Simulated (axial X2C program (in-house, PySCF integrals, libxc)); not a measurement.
# A two-component session on PdF: properties at the nuclei

Aim: properties at the nuclei of PdF, with spin–orbit coupling in the Hamiltonian from the start.

Computed with an in-house X2C program for linear molecules on PySCF integrals. Level: two-component X2C with atomic mean-field terms, Pd dyall-cv3z, F dyall-av3z.

All values are calculated.

## (1) The job

The input, task.json:

```json
{"zs": [46, 9], "q": 0, "bas": ["dyall-cv3z", "dyall-av3z"], "r0": 1.84, "levels": ["PBE0", "HF", "B3LYP", "PBE", "PBE50"], "nst": 3}
```

Keys: zs atomic numbers; q charge; bas basis sets; r0 starting distance in Å; levels methods (HF also brings MP2); nst determinants followed.

Run with:

```bash
$ python soeom.py task.json out
```

Nuclei are Gaussian, cores are contracted, and the Gaunt term is on.

## (2) Expectation values, lowest determinant

R = 1.925 Å. State: Ω = 1/2 (excess of +ω over −ω: ω = 1/2).

Output of the PBE0 run:

```text
two-component X2C + atomic mean field  PBE0
basis functions 204  fitting functions 946  grid points 5077
iter        total energy     max residual
   1      -5142.813518225     2.76e-05
   2      -5142.813518226     1.69e-05
   3      -5142.813518230     1.39e-05
   4      -5142.813518230     5.16e-06
converged
one-electron -7319.17615725  Coulomb 2220.51399895  exact exchange -38.19558871  xc functional -117.13698473  nuclear repulsion 113.80746250  atomic mean-field constant -2.62624899
```

The highest occupied spinor is 67% Pd d, 28% F p.

```
level  Eeff magnitude (GV/cm)  Ws magnitude Pd (kHz)  A∥/gI Pd (MHz)  qzz Pd (a.u.)  A∥/gI F (MHz)  qzz F (a.u.)  μ (D)
 PBE0                    2.59                   2.28            1170           2.27            131          1.86  -4.80
   HF                    1.94                   1.69             307           1.43            107          1.02  -6.17
B3LYP                    2.51                   2.22            1310           2.41            132          1.93  -4.65
  PBE                     2.6                   2.34            1670           2.59            135          2.16  -4.12
PBE50                    2.41                   2.08             772           1.99            125          1.55  -5.39
```

Eeff is the effective electric field on the electron dipole moment in this Ω state and Ws the scalar–pseudoscalar constant (defined with the proton number Z and per Ω); A∥ is the parallel hyperfine constant, which follows by multiplying with the nuclear g factor gI = μI/(I μN); qzz is the electric field gradient, eQq0 = 234.96 MHz × Q/barn × qzz; μ is positive if F is the positive end. The operators were transformed with the bare-nucleus X2C matrices.

## (3) Expectation values, a higher determinant

R = 1.925 Å. State: Ω = 3/2 (excess of +ω over −ω: ω = 3/2), 0.44 eV above the lowest in the PBE0 search for states (made at or near this distance, with looser thresholds).

Output of the PBE0 run:

```text
two-component X2C + atomic mean field  PBE0
basis functions 204  fitting functions 946  grid points 5077
iter        total energy     max residual
   1      -5142.797415572     8.22e-05
   2      -5142.797415605     6.83e-05
   3      -5142.797415633     1.37e-05
   4      -5142.797415635     9.28e-06
converged
one-electron -7318.38952984  Coulomb 2219.70086132  exact exchange -38.18358787  xc functional -117.10637275  nuclear repulsion 113.80746250  atomic mean-field constant -2.62624899
```

The highest occupied spinor is 60% Pd d, 25% F p, 12% Pd s.

```
level  Eeff magnitude (GV/cm)  Ws magnitude Pd (kHz)  A∥/gI Pd (MHz)  qzz Pd (a.u.)  A∥/gI F (MHz)  qzz F (a.u.)  μ (D)
 PBE0                   0.405                 0.0705             221           0.55           67.2          0.78  -4.89
   HF                   0.323                 0.0784             114          -1.24             31          0.68  -6.27
B3LYP                   0.351                 0.0546             229           0.78           71.4          0.78  -4.71
  PBE                   0.385                 0.0594             229           1.26           87.8          0.71  -4.04
PBE50                   0.389                 0.0776             208          -0.13           46.8          0.82  -5.58
```

## (4) Expectation values, a higher determinant

R = 1.925 Å. State: Ω = 5/2 (excess of +ω over −ω: ω = 5/2), 0.91 eV above the lowest in the PBE0 search for states (made at or near this distance, with looser thresholds).

Output of the PBE0 run:

```text
two-component X2C + atomic mean field  PBE0
basis functions 204  fitting functions 946  grid points 5077
iter        total energy     max residual
   1      -5142.779897892     3.82e-05
   2      -5142.779897915     2.16e-05
   3      -5142.779897919     1.11e-05
   4      -5142.779897922     1.20e-05
   5      -5142.779897923     4.91e-06
converged
one-electron -7317.36055637  Coulomb 2218.67375101  exact exchange -38.18412368  xc functional -117.09018239  nuclear repulsion 113.80746250  atomic mean-field constant -2.62624899
```

The highest occupied spinor is 56% Pd d, 27% F p, 14% Pd s.

| level | Eeff magnitude (GV/cm) | Ws magnitude Pd (kHz) | A∥/gI Pd (MHz) | qzz Pd (a.u.) | A∥/gI F (MHz) | qzz F (a.u.) | μ (D) |
| --- | --- | --- | --- | --- | --- | --- | --- |
| PBE0 | 0.0642 | 0.00355 | 515 | -4.95 | -0.767 | 1.56 | -5.21 |
| HF | 0.0167 | 0.0199 | 454 | -6.68 | -2.36 | 0.96 | -6.26 |
| B3LYP | 0.0345 | 0.00155 | 485 | -4.65 | 0.38 | 1.64 | -5.05 |
| PBE | 0.124 | 0.0182 | 529 | -4.12 | -0.186 | 1.81 | -4.60 |
| PBE50 | 0.00196 | 0.011 | 493 | -5.71 | -1.09 | 1.33 | -5.70 |

## (5) Results

```
                                        quantity                                    value
                              lowest determinant  Ω = 1/2 (excess of +ω over −ω: ω = 1/2)
                    Eeff magnitude (GV/cm), PBE0                                     2.59
                     Ws magnitude Pd (kHz), PBE0                                     2.28
                            A∥/gI Pd (MHz), PBE0                                     1170
                             qzz Pd (a.u.), PBE0                                     2.27
                              higher determinant  Ω = 3/2 (excess of +ω over −ω: ω = 3/2)
Eeff magnitude (GV/cm), PBE0, higher determinant                                    0.405
 Ws magnitude Pd (kHz), PBE0, higher determinant                                   0.0705
        A∥/gI Pd (MHz), PBE0, higher determinant                                      221
         qzz Pd (a.u.), PBE0, higher determinant                                     0.55
                              higher determinant  Ω = 5/2 (excess of +ω over −ω: ω = 5/2)
Eeff magnitude (GV/cm), PBE0, higher determinant                                   0.0642
 Ws magnitude Pd (kHz), PBE0, higher determinant                                  0.00355
        A∥/gI Pd (MHz), PBE0, higher determinant                                      515
         qzz Pd (a.u.), PBE0, higher determinant                                    -4.95
```

In the first state, the effective field runs from 1.94 to 2.6 GV/cm over the mean-field levels. The expectation values come from single determinants, which for open shells can mix terms of unlike spin or miss the lowest Ω, so a determinant need not be a state. Eeff is the effective electric field on the electron dipole moment in this Ω state and Ws the scalar–pseudoscalar constant (defined with the proton number Z and per Ω); A∥ is the parallel hyperfine constant, which follows by multiplying with the nuclear g factor gI = μI/(I μN); qzz is the electric field gradient, eQq0 = 234.96 MHz × Q/barn × qzz; μ is positive if F is the positive end. The operators were transformed with the bare-nucleus X2C matrices.
